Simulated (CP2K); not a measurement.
## Cd2S under changes of volume

One of the cells (26.333 Å³/atom); the others are scaled copies at fixed shape and fractional positions:

```xyz
3
Lattice="3.9627 0.0000 0.0000 -1.9813 3.4318 0.0000 0.0000 0.0000 5.8092" Properties=species:S:1:pos:R:3 pbc="T T T"
Cd    0.0000    2.2878    5.4183
Cd    1.9813    1.1439    3.3620
S     0.0000    2.2878    2.1245
```

The cell comes from a database or a generator and needn't be the stable form of this composition.

```yaml
Program: CP2K 2026.2
Functional: PBEsol
Potentials_or_basis: POTENTIAL_UZH Cd GTH-PBE-q12, S GTH-PBE-q6; TZVP-MOLOPT-PBE-GTH basis
Density_cutoff: 6123 eV
k_mesh: 8 × 8 × 5
Occupations: fermi-dirac, width 0.05 eV
Spin: no spin polarisation
```

```tsv
volume (Å³/atom)	energy over the lowest point (meV/atom)	pressure (GPa)	gap on the mesh (eV)	largest force (eV/Å)
24.753	0.00	0.4	0.20	0.171
25.280	0.60	-0.7	0.21	0.118
25.806	4.52	-1.7	0.21	0.081
26.333	11.38	-2.5	0.23	0.115
26.860	20.83	-3.2	0.24	0.170
27.386	32.57	-3.9	0.26	0.240
27.913	?	?	?	?
```

Q: What does the run at 27.913 Å³/atom give?

A: Energy over the lowest point 46.33 meV/atom; pressure -4.5 GPa; gap on the mesh 0.28 eV; largest force 0.305 eV/Å.

Worked out: A Birch-Murnaghan fit of order 3 (a polynomial in V^(-2/3)) to the other rows has its minimum at 24.92 Å³/atom with B0 = V·E''(V) = 52 GPa and B' = 4.8 at fixed shape and positions, which overstates the stiffness. It gives 46.36 meV/atom at 27.913 Å³/atom, against the run's 46.33, and -dE/dV = -4.5 GPa, against -4.5. A parabola through the other rows of the gap, of slope 1.16 eV per unit of ln V there, extrapolates to 0.28 eV, against the run's 0.28.

Energies are extrapolated to zero smearing.

Caveats: the potentials were made for another functional, which shifts forces and pressure; an odd mesh through Γ misses points on the zone boundary, where band edges often lie; the basis of atomic orbitals isn't converged, which shifts pressures, moduli and gaps. Spin-orbit coupling on Cd is left out.
